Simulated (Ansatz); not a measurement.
# LiVO2: the cost of one run

Method: DFT r²SCAN+U (U = 2.5 eV, J = 0.9 eV on V d), plane waves, PAW, in Ansatz 0.2.0.

## Step 1: The structure to begin with

Symmetry: R-3m, No. 166, trigonal system. The conventional cell has a = 2.837 Å, b = 2.837 Å, c = 14.773 Å, α = 90.00°, β = 90.00°, γ = 120.00°. Li (site symmetry -3m) is surrounded by 6 O at 2.12 Å. V (site symmetry -3m) has 6 O at 1.98 Å as nearest neighbours. O (site symmetry 3m) is surrounded by 3 V at 1.98 Å and 3 Li at 2.12 Å.

Coordinates:

```cif
data_structure
_symmetry_space_group_name_H-M 'P 1'
_symmetry_Int_Tables_number 1
_cell_length_a 5.1898
_cell_length_b 5.1898
_cell_length_c 5.1898
_cell_angle_alpha 31.728
_cell_angle_beta 31.728
_cell_angle_gamma 31.728
_cell_volume 34.33
loop_
_atom_site_label
_atom_site_type_symbol
_atom_site_fract_x
_atom_site_fract_y
_atom_site_fract_z
_atom_site_occupancy
Li1 Li 0.00000 0.00000 0.00000 1
V1 V 0.50000 0.50000 0.50000 1
O1 O 0.24180 0.24180 0.24180 1
O2 O 0.75820 0.75820 0.75820 1
```

Magnetic order typed: ferromagnetic.

## Step 2: From atoms, symmetry kept, no search

Contents of input.yaml:

```yaml
crystal:
  lattice:
    - [1.41865152, 0.81905884, 4.92447067]
    - [-1.41865152, 0.81905884, 4.92447067]
    - [0.0, -1.63811767, 4.92447067]
  atoms:
    - { symbol: Li, position: [0.0, 0.0, 0.0] }
    - { symbol: V, position: [0.5, 0.5, 0.5], spin: 2.0 }
    - { symbol: O, position: [0.2418, 0.2418, 0.2418] }
    - { symbol: O, position: [0.7582, 0.7582, 0.7582] }
basis:
  ecutwfc: 500
  ecutrho_ratio: 4
kpoints:
  mp_grid: { grid: [8, 8, 8] }
hamiltonian:
  xc: r2scan
  hubbard: { sites: [{ site: 1, l: d, u: 2.5, j: 0.9 }] }
scf:
  occupations: { method: gaussian, width: 0.05 }
  lower_state_search: "off"
  max_iter: 150
output:
  forces: true
  stress: true
  eigenvalues: true
  populations: true
  hubbard: { sites: [{ site: 1, l: d }] }
magnetization:
  spin_polarized: true
```

Command:

```bash
ansatz run input.yaml --threads 4 --pin off --max-ram 6144MiB --backend cpu --events-out ev --progress --plain --runs-dir out
```

**Question.** How long does this run take on 4 threads of Arm Neoverse V2, shared host, and how much memory does it need?

About 7 s, with a peak of 0.56 GiB.
